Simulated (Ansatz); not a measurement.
# C5H8O2: the cost of one run

The runs use Ansatz 0.2.0, Gaussian basis; functionals in def2-TZVPP, the program's frozen cores in correlated methods.

The runs, in order: LDA (SPW92), PBE-D4, revPBE-D4, BLYP-D4, r2SCAN-D4, B97M-V, PBE0-D4, B3LYP-D4, r2SCANh-D4, r2SCAN0-D4, HSE06-D4, BHLYP-D4, CAM-B3LYP-D4, LC-ωPBE, ωB97X-V, ωB97M-V, B2PLYP, PBE-QIDH; CCSD(T)/def2-SVP; MP2/def2-TZVPP; MP2/def2-QZVPP; RPA on PBE.

## (1) The relaxed structure

All runs share one geometry, relaxed beforehand with PBE0-D4 in a triple-zeta def2 set.

SMILES `CC(=O)/C=C(/C)O`, 15 atoms, charge 0, spin multiplicity 1.

Atoms are counted from 1 here; the program's logs count them from 0.

Bond lengths: C1–C2 1.505 Å, C1–H8 1.088 Å, C1–H9 1.092 Å, C1–H10 1.092 Å, C2–O3 1.216 Å, C2–C4 1.467 Å, C4–C5 1.342 Å, C4–H11 1.083 Å, C5–C6 1.490 Å, C5–O7 1.351 Å, C6–H12 1.096 Å, C6–H13 1.088 Å, C6–H14 1.096 Å, O7–H15 0.961 Å. Angles: C2–C1–H8 108.6°, C2–C1–H9 110.7°, C2–C1–H10 110.7°, H8–C1–H9 110.2°, H8–C1–H10 110.2°, H9–C1–H10 106.4°, C1–C2–O3 120.6°, C1–C2–C4 120.5°, O3–C2–C4 118.9°, C2–C4–C5 129.5°, C2–C4–H11 113.6°, C5–C4–H11 116.9°, C4–C5–C6 123.0°, C4–C5–O7 121.9°, C6–C5–O7 115.1°, C5–C6–H12 110.4°, C5–C6–H13 111.4°, C5–C6–H14 110.4° and more.

## (2) LDA

This LDA is Slater exchange with PW92 correlation.

in.yaml

```yaml
crystal:
  periodic: [false, false, false]
  atoms:
    - {symbol: C, position_ang: [-1.516469, -1.703165, -0.223020]}
    - {symbol: C, position_ang: [-0.024545, -1.754139, -0.034626]}
    - {symbol: O, position_ang: [0.556601, -2.821099, 0.018959]}
    - {symbol: C, position_ang: [0.752919, -0.516171, 0.087479]}
    - {symbol: C, position_ang: [0.336169, 0.759455, 0.059697]}
    - {symbol: C, position_ang: [1.262072, 1.918178, 0.198880]}
    - {symbol: O, position_ang: [-0.966691, 1.082021, -0.098251]}
    - {symbol: H, position_ang: [-1.893037, -2.722136, -0.291225]}
    - {symbol: H, position_ang: [-1.993020, -1.179993, 0.608909]}
    - {symbol: H, position_ang: [-1.773029, -1.144986, -1.126068]}
    - {symbol: H, position_ang: [1.814794, -0.682165, 0.218326]}
    - {symbol: H, position_ang: [0.985662, 2.526204, 1.067275]}
    - {symbol: H, position_ang: [2.291663, 1.589758, 0.323088]}
    - {symbol: H, position_ang: [1.207981, 2.559231, -0.687884]}
    - {symbol: H, position_ang: [-1.062971, 2.038207, -0.092039]}
basis:
  gaussian: {orbitals: def2-TZVPP}
hamiltonian: {xc: lda}
output: {orbitals: {seedname: orbitals}}
```

Command:

```sh
$ ansatz run in.yaml --threads 4 --pin off --events-out ev --progress --plain --max-ram 11315MiB
```

**Question.** How long does this run take on 4 threads of Intel Xeon at 2.50GHz, shared host, and how much memory does it need?

About 6.5 s, with a peak of 0.48 GiB.
